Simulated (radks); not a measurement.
# Valence configurations of Fe³⁺

An exercise on one series of results from a longer session: the logs are not shown, and one member is left open.

Method: scalar-relativistic Kohn-Sham, PBE, spin-polarised, spherical densities, point nucleus; open shells are filled with parallel spins first. Code: radks (a radial shooting solver on a logarithmic mesh, Libxc functionals) version 1.

### What is computed

| Item | Value |
| --- | --- |
| element | iron (Z = 26) |
| charge | +3 |
| electrons | 23 |
| configuration | [Ar] 3d5 |
| others tried | 3d3 4s2; 3d4 4p1; 3d4 4s1; 3d3.5 4s1.5; 3d2.5 4s2 4p0.5; 3d4.5 4s0.5; 3d3.5 4s0.5 4p1; 3d2.5 4s0.5 4p2; 3d4.5 4p0.5 |

The outer shells:

Fe³⁺
```
[Ar] core
3d [↑ ][↑ ][↑ ][↑ ][↑ ]
```

Set-up of the first run:

The run's settings:

```text
Z 26
configuration [Ar] 3d5
relativity scalar-relativistic
functional pbe,pbe
spin polarised
nucleus point
c 137.035999084
```

Among the steps run: [Ar] 3d5.

One of the session's tables, all rows but one given; the rest of the session is left out.

It belongs to the step «[Ar] 3d5». Sizes of the orbitals, from the radial functions (bohr):

| level | <r> | outermost maximum (interpolated) | 90 % within | nodes |
| --- | --- | --- | --- | --- |
| 2p up | 0.2358 | 0.180 | 0.386 | 0 |
| 2p down | 0.2352 | 0.180 | 0.385 | 0 |
| 3s up | 0.8033 | 0.699 | 1.20 | 2 |
| 3s down | 0.8070 | 0.700 | 1.21 | 2 |
| 3p up | 0.8430 | 0.710 | 1.29 | 1 |
| 3p down | 0.8498 | 0.712 | 1.31 | 1 |
| 3d up | 0.9771 | 0.692 | 1.63 | 0 |
| 3d down | ? | ? | ? | ? |

Q: Estimate the row for 3d down from the others.

The run gave: <r>: 1.015; outermost maximum (interpolated): 0.702; 90 % within: 1.72; nodes: 0. In the column «<r>» it is the highest.
